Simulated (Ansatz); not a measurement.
SrB3Pt:

```
Sr B Pt
1.0
     4.54056    0.00000    0.00000
     0.00000    4.54056    0.00000
     0.00000    0.00000    4.54056
Sr B Pt
1 3 1
Direct
  0.00000 0.00000 0.00000
  0.50000 0.00000 0.00000
  0.00000 0.50000 0.00000
  0.00000 0.00000 0.50000
  0.50000 0.50000 0.50000
```

The cell was built by a generator and needn't be a form met in nature.

* Program: Ansatz 0.2.0
* Task: relaxation of cell and atoms
* Functional: PBE
* Potentials or basis: Ansatz PAW
* Cutoff: 420 eV (not typed: the program's choice for these potentials)
* k mesh: 5 × 5 × 5
* Occupations: fermi-dirac, width 0.05 eV
* Spin: no spin polarisation
* Hubbard terms: Pt d U = 2 eV

At the start: volume 18.72 Å³/atom.

Problem. Where does the relaxation end?

Solution. It ends after 6 steps and the volume is 20.68 Å³/atom (+10.4 %); space group Pm-3m (No. 221, to 0.05 Å).

The path:
```
step  energy change (eV)  largest force (eV/Å)  volume (Å³)
   1              0.0000                0.0000        93.61
   2             -0.0096                0.0000        95.36
   3             -0.0276                0.0000       101.88
   4             -0.0277                0.0000       103.87
   5             -0.0280                0.0000       103.38
   6             -0.0320                0.0000       103.38
```

Final structure:
```
Sr B Pt
1.0
     4.69325    0.00000    0.00000
     0.00000    4.69325    0.00000
     0.00000    0.00000    4.69325
Sr B Pt
1 3 1
Cartesian
  0.0000 0.0000 0.0000
  2.3466 0.0000 0.0000
  0.0000 2.3466 0.0000
  0.0000 0.0000 2.3466
  2.3466 2.3466 2.3466
```

Caveat: the plane-wave basis is chosen anew once the cell has moved, so the energies of steps on either side of that aren't comparable; U without spin polarisation on a metal has little footing; the U is typed as a test and isn't derived for this compound.
